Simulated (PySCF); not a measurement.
# The bond of GeSb+, level by level

One table from this session's results is given with a row withheld; the runs are named, their logs left out.

Method: Ge cc-pVDZ-PP with ECP10, Sb cc-pVDZ-PP with ECP28, scalar-relativistic core potentials; program: PySCF 2.14.0.

Set-up of the first run:

A driver script around PySCF takes these settings:

```yaml
atoms: Ge, Sb
charge: 1
basis: Ge cc-pVDZ-PP with ECP10, Sb cc-pVDZ-PP with ECP28
Hamiltonian: scalar-relativistic core potentials
basis_functions: 46
electrons_treated: 44
masses_in_u: 73.9212, 120.9038
levels: PBE0, PBE, r²SCAN, BHandHLYP, revPBE, B2PLYP, LC-ωPBE, HF, MP2, SCS-MP2, CCSD, CCSD(T)
grid: 80 radial by 434 angular points
occupations: held fixed by the projection of orbital angular momentum
dissociation_limit: Ge+ + Sb, each in its ground configuration
starting_distance_in_angstrom: 2.625
values_of_2S_to_try: 0, 2, 4
```

Run with:

```bash
OMP_NUM_THREADS=1 python dia.py task.json out
```

Steps of the session up to this table: Input; PBE0 along the bond; Other states along the same grid; PBE (GGA); r²SCAN (meta-GGA); BHandHLYP (global hybrid GGA); revPBE; B2PLYP (double hybrid); LC-ωPBE (range-separated hybrid); UHF (mean field); Correlated methods on the Hartree–Fock reference.

One table of the session follows, with a row left open; its other results are not shown here.

Differences from CCSD(T) in the same basis:

| level | Re (mÅ) | ωe (%) |
| --- | --- | --- |
| UHF | -28 | +0.1 |
| UHF-MP2 | -42 | +11.6 |
| UHF-SCS-MP2 | -28 | +6.5 |
| UHF-CCSD | -9 | +0.7 |
| PBE | ? | ? |
| revPBE | +19 | -2.5 |
| r²SCAN | -26 | +3.4 |
| PBE0 | -32 | +5.4 |
| BHandHLYP | -38 | +6.3 |
| LC-ωPBE | -90 | +14.0 |
| B2PLYP | -12 | +2.7 |

Estimate the missing values for PBE.

**Answer.** Re (mÅ): +9; ωe (%): -1.2. In the column «Re (mÅ)» it lies between UHF-CCSD (-9) and revPBE (+19).

Time per point (s) on 1 thread of Arm Neoverse V1, shared host (CPU time, shared integrals of 0.34 s apart; correlated levels include their reference; CCSD comes with the CCSD(T) run); the times are rough: UHF 0.12, UHF-MP2 0.21, UHF-SCS-MP2 0.21, PBE 0.99, revPBE 0.48, r²SCAN 1.3, PBE0 1.1, BHandHLYP 0.57, LC-ωPBE 1, B2PLYP 0.66; the reference 7.

Cheap and still within 13 mÅ and 2.5 % of CCSD(T): PBE (0.99 s), against 7 s for the dearest run.

Caveats from the session: Lowest PBE0 solution found, without spin–orbit coupling: ³Σ⁻ (triplet), unpaired electrons π ↑↑. With spin–orbit coupling the term label itself may not hold. Warnings in the runs' records: inverted.
